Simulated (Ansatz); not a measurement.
**Ge22H28 ring sphere (Ge22H28): geometry, orbitals and charge**

Aim: characterise Ge22H28 ring sphere (Ge22H28) as a singlet: its structure, frontier levels and distribution of charge.

The runs use Ansatz 0.2.0, Gaussian basis; RKS PBE0-D4/def2-TZVP.

Plan: relaxation at r2SCAN-D4/def2-SVP; a single point at PBE0-D4/def2-TZVP.

1 further run of the same task is left out (set aside as unsound or not needed). Runs told in other sessions of the task aren't counted.

### 1 Starting geometry

50 atoms, charge 0, spin multiplicity 1.

Atoms are counted from 1 here; the program's logs count them from 0.

Bond lengths: Ge1–Ge14 2.422 Å, Ge1–Ge15 2.447 Å, Ge1–H23 1.523 Å, Ge1–H24 1.522 Å, Ge2–Ge15 2.449 Å, Ge2–Ge16 2.422 Å, Ge2–H25 1.522 Å, Ge2–H26 1.523 Å, Ge3–Ge14 2.415 Å, Ge3–Ge17 2.426 Å, Ge3–H27 1.521 Å, Ge3–H28 1.520 Å, Ge4–Ge14 2.421 Å, Ge4–Ge18 2.446 Å, Ge4–H29 1.522 Å, Ge4–H30 1.522 Å, Ge5–Ge15 2.493 Å, Ge5–Ge18 2.492 Å and more. Angles: Ge14–Ge1–Ge15 113.1°, Ge14–Ge1–H23 111.2°, Ge14–Ge1–H24 111.3°, Ge15–Ge1–H23 109.4°, Ge15–Ge1–H24 109.7°, H23–Ge1–H24 101.5°, Ge15–Ge2–Ge16 113.1°, Ge15–Ge2–H25 109.6°, Ge15–Ge2–H26 109.5°, Ge16–Ge2–H25 111.4°, Ge16–Ge2–H26 111.1°, H25–Ge2–H26 101.5°, Ge14–Ge3–Ge17 110.0°, Ge14–Ge3–H27 111.1°, Ge14–Ge3–H28 111.2°, Ge17–Ge3–H27 111.0°, Ge17–Ge3–H28 111.1°, H27–Ge3–H28 102.1° and more.

The start is a GFN2-xTB geometry.

### 2 Relaxation at r2SCAN-D4/def2-SVP

The input, in.yaml:

```yaml
crystal:
  periodic: [false, false, false]
  atoms:
    - {symbol: Ge, position_ang: [-3.744400, -0.969270, -1.956730]}
    - {symbol: Ge, position_ang: [-3.744630, 1.958480, 0.969220]}
    - {symbol: Ge, position_ang: [-0.964130, -0.964110, -4.744990]}
    - {symbol: Ge, position_ang: [-0.971440, -3.743040, -1.952220]}
    - {symbol: Ge, position_ang: [-0.862790, -0.862070, 0.867210]}
    - {symbol: Ge, position_ang: [1.952200, -3.745090, 0.968220]}
    - {symbol: Ge, position_ang: [1.885330, -0.909090, -1.885540]}
    - {symbol: Ge, position_ang: [1.958310, -0.969780, 3.743810]}
    - {symbol: Ge, position_ang: [-0.910450, 1.882900, -1.884780]}
    - {symbol: Ge, position_ang: [-0.960320, 4.746710, 0.961870]}
    - {symbol: Ge, position_ang: [1.889390, 1.886340, 0.905760]}
    - {symbol: Ge, position_ang: [-0.967140, 1.958690, 3.742740]}
    - {symbol: Ge, position_ang: [4.745170, -0.967760, 0.962860]}
    - {symbol: Ge, position_ang: [-2.370310, -2.371230, -3.375120]}
    - {symbol: Ge, position_ang: [-2.436930, 0.501900, -0.502130]}
    - {symbol: Ge, position_ang: [-2.368330, 3.378390, 2.368550]}
    - {symbol: Ge, position_ang: [0.433810, 0.434110, -3.339490]}
    - {symbol: Ge, position_ang: [0.501840, -2.433760, -0.503090]}
    - {symbol: Ge, position_ang: [0.508820, 0.506280, 2.434860]}
    - {symbol: Ge, position_ang: [3.374010, -2.373730, 2.368810]}
    - {symbol: Ge, position_ang: [3.342090, 0.432470, -0.436230]}
    - {symbol: Ge, position_ang: [0.435490, 3.338960, -0.437570]}
    - {symbol: H, position_ang: [-4.713420, -0.134050, -2.782700]}
    - {symbol: H, position_ang: [-4.701780, -1.801570, -1.116150]}
    - {symbol: H, position_ang: [-4.700720, 1.117280, 1.803370]}
    - {symbol: H, position_ang: [-4.715300, 2.785200, 0.135650]}
    - {symbol: H, position_ang: [-1.795570, -0.120570, -5.698650]}
    - {symbol: H, position_ang: [-0.123040, -1.793470, -5.701840]}
    - {symbol: H, position_ang: [-1.808370, -4.691920, -1.106190]}
    - {symbol: H, position_ang: [-0.140550, -4.719220, -2.772990]}
    - {symbol: H, position_ang: [-1.752080, -1.753320, 1.760850]}
    - {symbol: H, position_ang: [1.109910, -4.698550, 1.803500]}
    - {symbol: H, position_ang: [2.776880, -4.716780, 0.134990]}
    - {symbol: H, position_ang: [2.782990, -1.781000, -2.783820]}
    - {symbol: H, position_ang: [1.114080, -1.801140, 4.698380]}
    - {symbol: H, position_ang: [2.785770, -0.138300, 4.714710]}
    - {symbol: H, position_ang: [-1.779280, 2.782420, -2.784020]}
    - {symbol: H, position_ang: [-1.791000, 5.700830, 0.117750]}
    - {symbol: H, position_ang: [-0.116470, 5.700700, 1.792930]}
    - {symbol: H, position_ang: [2.788990, 2.787680, 1.773360]}
    - {symbol: H, position_ang: [-1.802090, 1.116100, 4.696340]}
    - {symbol: H, position_ang: [-0.137180, 2.784240, 4.717060]}
    - {symbol: H, position_ang: [5.701180, -1.796980, 0.120150]}
    - {symbol: H, position_ang: [5.699660, -0.125640, 1.794650]}
    - {symbol: H, position_ang: [-3.264930, -3.266900, -4.245590]}
    - {symbol: H, position_ang: [-3.261240, 4.249940, 3.264450]}
    - {symbol: H, position_ang: [1.317690, 1.319440, -4.232630]}
    - {symbol: H, position_ang: [4.244170, -3.268890, 3.264160]}
    - {symbol: H, position_ang: [4.236400, 1.315910, -1.320520]}
    - {symbol: H, position_ang: [1.319680, 4.232260, -1.323220]}
basis:
  gaussian: {orbitals: def2-SVP, fitting: {mean_field: def2-universal-jkfit}}
hamiltonian: {xc: r2scan, dispersion: d4}
scf: {lower_state_search: "off"}
output: {orbitals: {seedname: orbitals}}
relax: {f_tol: 0.03, max_steps: 70}
```

Command:

```bash
ansatz run in.yaml --threads 11 --pin off --events-out ev --progress --plain --max-ram 174080MiB --backend cuda --devices 0, --max-vram 75GiB
```

Standard output:

```text
Functional definition: r2SCAN
  name "r2SCAN"
  cite "Furness, Kaplan, Ning, Perdew & Sun, J. Phys. Chem. Lett. 11, 8208 (2020) doi:10.1021/acs.jpclett.0c02405"
  cite "Furness, Kaplan, Ning, Perdew & Sun, J. Phys. Chem. Lett. 11, 9248 (2020) doi:10.1021/acs.jpclett.0c03077"
  parent r2scan
  parameter k0 = 0.174
  parameter k1 = 0.065
  parameter a1 = 4.9479
  exchange = r2scan_x(k0 = k0, k1 = k1, a1 = a1)
  correlation = r2scan_c
these checks for a lower state are left out or cut short: stability, starts, cluster_reference, orbital_swaps, neighbouring_geometries, increment
6356 factors; integrals over basis functions are off by at most 3.1e-1 eV
mean field evaluation 1: about -1243709.1956 eV, gradient 6.7e1 eV
mean field evaluation 2: about -1243708.4652 eV, gradient 7.3e1 eV
mean field evaluation 4: about -1243714.3224 eV, gradient 6.4e0 eV
mean field evaluation 8: about -1243714.4881 eV, gradient 3.6e-1 eV
mean field evaluation 16: about -1243714.4885 eV, gradient 1.4e-4 eV
mean field -1243714.48848576 eV, -45705.6644318930 hartree, gradient 8.7e-6 eV, S^2 0.000000; 0 other end points of the search recorded, 0 dependent functions left out
the calculation of the forces begins
reference -1243714.48851487 eV, -45705.6644329628 hartree; 366, 366 occupied and 478, 478 virtual orbitals, 6356 factors
relax step   1: F+E_penalty+E_count = -1243715.49472312 eV  Δ(F+E_penalty+E_count) = +0.000e0 eV  max|allowed force component| = 7.140e-1 eV/Å  Δτ_max = 0.0000 Å  (18 SCF iters, accepted)
these checks for a lower state are left out or cut short: stability, starts, cluster_reference, orbital_swaps, neighbouring_geometries, increment
6356 factors; integrals over basis functions are off by at most 3.2e-1 eV
mean field -1243714.70158209 eV, -45705.6722630387 hartree, gradient 2.8e-6 eV, S^2 0.000000; 0 other end points of the search recorded, 0 dependent functions left out
the calculation of the forces begins
reference -1243714.70161062 eV, -45705.6722640873 hartree; 366, 366 occupied and 478, 478 virtual orbitals, 6356 factors
relax step   2: F+E_penalty+E_count = -1243715.72791855 eV  Δ(F+E_penalty+E_count) = -2.332e-1 eV  max|allowed force component| = 4.787e-1 eV/Å  Δτ_max = 0.1952 Å  (24 SCF iters, accepted)
these checks for a lower state are left out or cut short: stability, starts, cluster_reference, orbital_swaps, neighbouring_geometries, increment
6356 factors; integrals over basis functions are off by at most 3.2e-1 eV
mean field evaluation 32: about -1243714.9143 eV, gradient 2.8e-1 eV
mean field -1243714.91505752 eV, -45705.6801081163 hartree, gradient 1.8e-6 eV, S^2 0.000000; 0 other end points of the search recorded, 0 dependent functions left out
the calculation of the forces begins
reference -1243714.91508615 eV, -45705.6801091683 hartree; 366, 366 occupied and 478, 478 virtual orbitals, 6356 factors
relax step   3: F+E_penalty+E_count = -1243715.93996701 eV  Δ(F+E_penalty+E_count) = -2.120e-1 eV  max|allowed force component| = 1.773e-2 eV/Å  Δτ_max = 0.1046 Å  (20 SCF iters, accepted)
Total energy: -1243715.93999564 eV, -45705.7177738974 hartree
Atom 0 at    -3.733052    -0.933469    -1.890890 Å, force     0.001217     0.004311    -0.003944 eV/Å
Atom 1 at    -3.731646     1.893629     0.934780 Å, force     0.001594     0.003793    -0.004244 eV/Å
Atom 2 at    -0.932411    -0.932126    -4.702588 Å, force    -0.002526    -0.002221    -0.001476 eV/Å
Atom 3 at    -0.938355    -3.732459    -1.888039 Å, force     0.003999     0.001325    -0.003787 eV/Å
Atom 4 at    -0.913176    -0.912694     0.915276 Å, force     0.012315     0.012382    -0.011903 eV/Å
Atom 5 at     1.889338    -3.733681     0.935374 Å, force     0.003734     0.001585    -0.003874 eV/Å
Atom 6 at     1.879837    -0.919159    -1.880691 Å, force    -0.004358     0.004669     0.004398 eV/Å
Atom 7 at     1.892438    -0.934276     3.732241 Å, force     0.003536     0.004262    -0.001482 eV/Å
Atom 8 at    -0.917643     1.879654    -1.880494 Å, force     0.004303    -0.004194     0.004423 eV/Å
Atom 9 at    -0.928508     4.703576     0.929408 Å, force    -0.002711     0.001879     0.002575 eV/Å
Atom 10 at     1.882742     1.880654     0.915628 Å, force    -0.004235    -0.004151    -0.004956 eV/Å
Atom 11 at    -0.932866     1.892889     3.731832 Å, force     0.003824     0.003932    -0.001736 eV/Å
Atom 12 at     4.702644    -0.933951     0.930891 Å, force     0.002025    -0.002289     0.002289 eV/Å
Atom 13 at    -2.336500    -2.335277    -3.300775 Å, force    -0.011353    -0.010890    -0.014359 eV/Å
Atom 14 at    -2.345042     0.483702    -0.482283 Å, force     0.000245    -0.009259     0.008648 eV/Å
Atom 15 at    -2.332765     3.303518     2.334165 Å, force    -0.010974     0.014871     0.011611 eV/Å
Atom 16 at     0.470690     0.469979    -3.298557 Å, force     0.000641     0.000307    -0.017491 eV/Å
Atom 17 at     0.482373    -2.345075    -0.482573 Å, force    -0.009595    -0.000461     0.009212 eV/Å
Atom 18 at     0.485801     0.485195     2.344624 Å, force    -0.009804    -0.010275     0.000090 eV/Å
Atom 19 at     3.300882    -2.336969     2.335151 Å, force     0.015002    -0.010626     0.011294 eV/Å
Atom 20 at     3.299470     0.469052    -0.472297 Å, force     0.017078     0.000721    -0.000317 eV/Å
Atom 21 at     0.472699     3.298062    -0.473136 Å, force     0.000692     0.017732    -0.000484 eV/Å
Atom 22 at    -4.647898    -0.047296    -2.762352 Å, force    -0.003034    -0.008483     0.003475 eV/Å
Atom 23 at    -4.631254    -1.813895    -0.997283 Å, force    -0.005825     0.001577    -0.005717 eV/Å
Atom 24 at    -4.629005     1.000667     1.816712 Å, force    -0.005958     0.005876    -0.001521 eV/Å
Atom 25 at    -4.647274     2.764933     0.049268 Å, force    -0.002670    -0.003538     0.008425 eV/Å
Atom 26 at    -1.812957    -0.043722    -5.605603 Å, force     0.002139    -0.014379    -0.008507 eV/Å
Atom 27 at    -0.045489    -1.812149    -5.607541 Å, force    -0.014149     0.002017    -0.007910 eV/Å
Atom 28 at    -1.821709    -4.624392    -0.990994 Å, force     0.001560    -0.006350    -0.006326 eV/Å
Atom 29 at    -0.055831    -4.653479    -2.756627 Å, force    -0.008261    -0.002548     0.003036 eV/Å
Atom 30 at    -1.806385    -1.805896     1.810924 Å, force    -0.000076    -0.000040    -0.000253 eV/Å
Atom 31 at     0.993967    -4.629002     1.816939 Å, force     0.006083    -0.006099    -0.001318 eV/Å
Atom 32 at     2.759407    -4.651322     0.050765 Å, force    -0.003317    -0.002657     0.008275 eV/Å
Atom 33 at     2.767067    -1.824828    -2.769233 Å, force    -0.004986     0.007087     0.004976 eV/Å
Atom 34 at     0.996361    -1.813685     4.628984 Å, force     0.006291     0.001062     0.006209 eV/Å
Atom 35 at     2.765096    -0.050840     4.648589 Å, force    -0.003754    -0.008154     0.002578 eV/Å
Atom 36 at    -1.822433     2.767863    -2.769020 Å, force     0.007409    -0.005405     0.005168 eV/Å
Atom 37 at    -1.808492     5.607590     0.041460 Å, force     0.002096     0.007980     0.014202 eV/Å
Atom 38 at    -0.040130     5.607506     1.809029 Å, force    -0.014159     0.008254    -0.002059 eV/Å
Atom 39 at     2.771909     2.769639     1.818975 Å, force    -0.005197    -0.005541    -0.006748 eV/Å
Atom 40 at    -1.814613     0.997351     4.626831 Å, force     0.001368     0.006286     0.006474 eV/Å
Atom 41 at    -0.049554     2.763918     4.649819 Å, force    -0.007932    -0.003812     0.002519 eV/Å
Atom 42 at     5.606513    -1.814349     0.043215 Å, force     0.008023     0.001929     0.014271 eV/Å
Atom 43 at     5.606721    -0.046306     1.811135 Å, force     0.008326    -0.014293    -0.002343 eV/Å
Atom 44 at    -3.232972    -3.231079    -4.187018 Å, force     0.002539     0.002620    -0.013845 eV/Å
Atom 45 at    -3.227753     4.190927     3.230281 Å, force     0.002408     0.014322    -0.002699 eV/Å
Atom 46 at     1.371304     1.370678    -4.176567 Å, force    -0.000218    -0.000638    -0.003149 eV/Å
Atom 47 at     4.187366    -3.233032     3.231123 Å, force     0.013848     0.002728    -0.002431 eV/Å
Atom 48 at     4.178414     1.368205    -1.373529 Å, force     0.002819    -0.000211     0.000143 eV/Å
Atom 49 at     1.372642     4.175220    -1.375327 Å, force    -0.000021     0.003008     0.000591 eV/Å
Dipole moment:     0.011984     0.011224    -0.011570 e Å
Checks for a lower state left out: stability, starts, cluster_reference, orbital_swaps, neighbouring_geometries, increment
```

Wall time 29 s (1 × H100 with 11 threads of AMD EPYC 7R13, shared host); peak host memory 1.8 GiB.

Step by step:

| step | energy from step 1 (eV) | largest force component (eV/Å) |
| --- | --- | --- |
| 1 | 0.0000 | 0.7140 |
| 2 | -0.2332 | 0.4787 |
| 3 | -0.4452 | 0.0177 |

Distances of close pairs at the start and the end, largest changes first:

| bond | before (Å) | after (Å) | change (Å) |
| --- | --- | --- | --- |
| Ge5–Ge15 | 2.493 | 2.440 | -0.053 |
| Ge5–Ge19 | 2.492 | 2.440 | -0.052 |
| Ge5–Ge18 | 2.492 | 2.440 | -0.052 |
| Ge7–Ge18 | 2.480 | 2.437 | -0.042 |
| Ge11–Ge19 | 2.480 | 2.437 | -0.042 |
| Ge9–Ge15 | 2.480 | 2.437 | -0.042 |
| Ge3–H28 | 1.520 | 1.543 | +0.023 |
| Ge13–H43 | 1.520 | 1.543 | +0.022 |

Bonds by kind at the end (by distance):

| bond | count | shortest (Å) | longest (Å) |
| --- | --- | --- | --- |
| Ge–Ge | 30 | 2.430 | 2.440 |
| Ge–H | 28 | 1.543 | 1.548 |

### 3 Single point, PBE0-D4/def2-TZVP

start.molden holds the orbitals of an earlier run on this state, given as this run's starting guess.

The input, in.yaml:

```yaml
crystal:
  periodic: [false, false, false]
  atoms:
    - {symbol: Ge, position_ang: [-3.733052, -0.933469, -1.890890]}
    - {symbol: Ge, position_ang: [-3.731646, 1.893629, 0.934780]}
    - {symbol: Ge, position_ang: [-0.932411, -0.932126, -4.702588]}
    - {symbol: Ge, position_ang: [-0.938355, -3.732459, -1.888039]}
    - {symbol: Ge, position_ang: [-0.913176, -0.912694, 0.915276]}
    - {symbol: Ge, position_ang: [1.889338, -3.733681, 0.935374]}
    - {symbol: Ge, position_ang: [1.879837, -0.919159, -1.880691]}
    - {symbol: Ge, position_ang: [1.892438, -0.934276, 3.732241]}
    - {symbol: Ge, position_ang: [-0.917643, 1.879654, -1.880494]}
    - {symbol: Ge, position_ang: [-0.928508, 4.703576, 0.929408]}
    - {symbol: Ge, position_ang: [1.882742, 1.880654, 0.915628]}
    - {symbol: Ge, position_ang: [-0.932866, 1.892889, 3.731832]}
    - {symbol: Ge, position_ang: [4.702644, -0.933951, 0.930891]}
    - {symbol: Ge, position_ang: [-2.336500, -2.335277, -3.300775]}
    - {symbol: Ge, position_ang: [-2.345042, 0.483702, -0.482283]}
    - {symbol: Ge, position_ang: [-2.332765, 3.303518, 2.334165]}
    - {symbol: Ge, position_ang: [0.470690, 0.469979, -3.298557]}
    - {symbol: Ge, position_ang: [0.482373, -2.345075, -0.482573]}
    - {symbol: Ge, position_ang: [0.485801, 0.485195, 2.344624]}
    - {symbol: Ge, position_ang: [3.300882, -2.336969, 2.335151]}
    - {symbol: Ge, position_ang: [3.299470, 0.469052, -0.472297]}
    - {symbol: Ge, position_ang: [0.472699, 3.298062, -0.473136]}
    - {symbol: H, position_ang: [-4.647898, -0.047296, -2.762352]}
    - {symbol: H, position_ang: [-4.631254, -1.813895, -0.997283]}
    - {symbol: H, position_ang: [-4.629005, 1.000667, 1.816712]}
    - {symbol: H, position_ang: [-4.647274, 2.764933, 0.049268]}
    - {symbol: H, position_ang: [-1.812957, -0.043722, -5.605603]}
    - {symbol: H, position_ang: [-0.045489, -1.812149, -5.607541]}
    - {symbol: H, position_ang: [-1.821709, -4.624392, -0.990994]}
    - {symbol: H, position_ang: [-0.055831, -4.653479, -2.756627]}
    - {symbol: H, position_ang: [-1.806385, -1.805896, 1.810924]}
    - {symbol: H, position_ang: [0.993967, -4.629002, 1.816939]}
    - {symbol: H, position_ang: [2.759407, -4.651322, 0.050765]}
    - {symbol: H, position_ang: [2.767067, -1.824828, -2.769233]}
    - {symbol: H, position_ang: [0.996361, -1.813685, 4.628984]}
    - {symbol: H, position_ang: [2.765096, -0.050840, 4.648589]}
    - {symbol: H, position_ang: [-1.822433, 2.767863, -2.769020]}
    - {symbol: H, position_ang: [-1.808492, 5.607590, 0.041460]}
    - {symbol: H, position_ang: [-0.040130, 5.607506, 1.809029]}
    - {symbol: H, position_ang: [2.771909, 2.769639, 1.818975]}
    - {symbol: H, position_ang: [-1.814613, 0.997351, 4.626831]}
    - {symbol: H, position_ang: [-0.049554, 2.763918, 4.649819]}
    - {symbol: H, position_ang: [5.606513, -1.814349, 0.043215]}
    - {symbol: H, position_ang: [5.606721, -0.046306, 1.811135]}
    - {symbol: H, position_ang: [-3.232972, -3.231079, -4.187018]}
    - {symbol: H, position_ang: [-3.227753, 4.190927, 3.230281]}
    - {symbol: H, position_ang: [1.371304, 1.370678, -4.176567]}
    - {symbol: H, position_ang: [4.187366, -3.233032, 3.231123]}
    - {symbol: H, position_ang: [4.178414, 1.368205, -1.373529]}
    - {symbol: H, position_ang: [1.372642, 4.175220, -1.375327]}
basis:
  gaussian: {orbitals: def2-TZVP, fitting: {mean_field: def2-universal-jkfit}, initial_orbitals: start.molden}
hamiltonian: {xc: pbe0, dispersion: d4}
scf: {omitted_lower_state_checks: [starts]}
output: {forces: true, orbitals: {seedname: orbitals}}
```

Launched as before.

Standard output, shortened:

```text
Functional definition: PBE0
  name "PBE0"
  cite "Adamo & Barone, J. Chem. Phys. 110, 6158 (1999) doi:10.1063/1.478522"
  cite "Perdew, Burke & Ernzerhof, Phys. Rev. Lett. 77, 3865 (1996) doi:10.1103/PhysRevLett.77.3865"
  parent pbe
[...]
6356 factors; integrals over basis functions are off by at most 5.9e-1 eV
[...]
mean field -1243716.86088509 eV, -45705.7516159604 hartree, gradient 8.7e-6 eV, S^2 0.000000; 0 other end points of the search recorded, 0 dependent functions left out
[...]
reference -1243716.86097447 eV, -45705.7516192452 hartree; 366, 366 occupied and 858, 858 virtual orbitals, 6356 factors
Total energy: -1243720.27029099 eV, -45705.8769093162 hartree
Atom 0 at    -3.733052    -0.933469    -1.890890 Å, force     0.002873     0.012403     0.003044 eV/Å
Atom 1 at    -3.731646     1.893629     0.934780 Å, force     0.003083    -0.003350    -0.012326 eV/Å
[...]
Atom 41 at    -0.049554     2.763918     4.649819 Å, force    -0.006712    -0.006079    -0.006463 eV/Å
Atom 42 at     5.606513    -1.814349     0.043215 Å, force     0.000175     0.001967     0.013898 eV/Å
Atom 43 at     5.606721    -0.046306     1.811135 Å, force     0.000486    -0.013924    -0.002477 eV/Å
Atom 44 at    -3.232972    -3.231079    -4.187018 Å, force     0.009606     0.009668    -0.006321 eV/Å
Atom 45 at    -3.227753     4.190927     3.230281 Å, force     0.009423     0.006856    -0.009763 eV/Å
Atom 46 at     1.371304     1.370678    -4.176567 Å, force    -0.006824    -0.007256     0.006290 eV/Å
Atom 47 at     4.187366    -3.233032     3.231123 Å, force     0.006373     0.009755    -0.009508 eV/Å
Atom 48 at     4.178414     1.368205    -1.373529 Å, force    -0.006699    -0.006814     0.006759 eV/Å
Atom 49 at     1.372642     4.175220    -1.375327 Å, force    -0.006620    -0.006491     0.007207 eV/Å
Dipole moment:     0.015760     0.014911    -0.015393 e Å
Checks for a lower state left out: starts
```

Wall time 32 s (1 × H100 with 11 threads of AMD EPYC 7R13, shared host); peak host memory 11 GiB.

From the report: HOMO -6.79 eV, LUMO -1.19 eV.

Mulliken charges, from this run's orbitals:

Ge1 0.08; Ge2 0.08; Ge3 0.02; Ge4 0.08; Ge5 0.10; Ge6 0.08; Ge7 -0.01; Ge8 0.08; Ge9 -0.02; Ge10 0.02; Ge11 -0.01; Ge12 0.08; Ge13 0.02; Ge14 -0.13; Ge15 -0.30; Ge16 -0.13; Ge17 -0.03; Ge18 -0.30; Ge19 -0.30; Ge20 -0.13; Ge21 -0.03; Ge22 -0.03; H23 0.03; H24 0.03; H25 0.03; H26 0.03; H27 0.02; H28 0.02; H29 0.03; H30 0.03; H31 0.04; H32 0.03; H33 0.03; H34 0.04; H35 0.03; H36 0.03; H37 0.04; H38 0.02; H39 0.02; H40 0.04; H41 0.03; H42 0.03; H43 0.02; H44 0.02; H45 0.03; H46 0.03; H47 0.03; H48 0.03; H49 0.03; H50 0.03

Largest Mayer bond orders: Ge3–H27 0.93; Ge3–H28 0.93; Ge10–H38 0.93; Ge10–H39 0.93; Ge13–H43 0.93; Ge13–H44 0.93; Ge14–H45 0.93; Ge16–H46 0.93; Ge20–H48 0.93; Ge1–H23 0.93.

### 4 Results

| quantity | value |
| --- | --- |
| point group | C3v |
| commonest bond, hydrogen aside | Ge–Ge, 30 of mean length 2.433 Å |
| HOMO, LUMO at PBE0-D4/def2-TZVP | -6.79, -1.19 eV |
| dipole at r2SCAN-D4/def2-SVP | 0.10 D |

In words: The molecule keeps its bonding pattern by the stored test; the atoms moved 0.10 Å (rms). No usable vibrations, so a minimum isn't proven. Whether this spin is the lowest isn't tested here.
